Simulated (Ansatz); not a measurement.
# CH2AlFO: the cost of one run

The runs use Ansatz 0.2.0, Gaussian basis; the settings change from run to run.

### 1 The relaxed structure

The structure was relaxed beforehand with PBE0-D4 in a triple-zeta def2 set.

SMILES `O=[CH][AlH][F]`, 6 atoms, charge 0, spin multiplicity 1.

Atoms are counted from 1 here; the program's logs count them from 0.

Bond lengths: O1–C2 1.211 Å, C2–Al3 2.014 Å, C2–H5 1.117 Å, Al3–F4 1.650 Å, Al3–H6 1.572 Å. Angles: O1–C2–Al3 115.6°, O1–C2–H5 118.6°, Al3–C2–H5 125.9°, C2–Al3–F4 118.7°, C2–Al3–H6 121.3°, F4–Al3–H6 120.0°.

### 2 BLYP/aug-cc-pVDZ

This run has unrestricted orbitals, D3(BJ) dispersion, high accuracy, the search for lower states set to full.

Contents of in.yaml:

```yaml
crystal:
  periodic: [false, false, false]
  atoms:
    - {symbol: O, position_ang: [-0.178606, 1.892492, -0.276571]}
    - {symbol: C, position_ang: [-0.146478, 0.771723, -0.734561]}
    - {symbol: Al, position_ang: [0.139032, -0.706243, 0.603300]}
    - {symbol: F, position_ang: [0.196012, -2.263575, 0.062592]}
    - {symbol: H, position_ang: [-0.274057, 0.641474, -1.836460]}
    - {symbol: H, position_ang: [0.306297, -0.399971, 2.135702]}
basis:
  gaussian: {orbitals: aug-cc-pVDZ}
magnetization: {spin_polarized: true, initial_magnetization: 0}
hamiltonian: {xc: {name: BLYP}, dispersion: d3bj}
accuracy: high
scf: {lower_state_search: full}
output: {forces: true}
```

Started as:

```
$ ansatz run in.yaml --threads 2 --pin off --events-out ev --progress --plain --max-ram 4352MiB
```

**Question.** How long does this run take on 2 threads of Arm Neoverse V1, shared host, and how much memory does it need?

About 12 s, with a peak of 0.44 GiB.
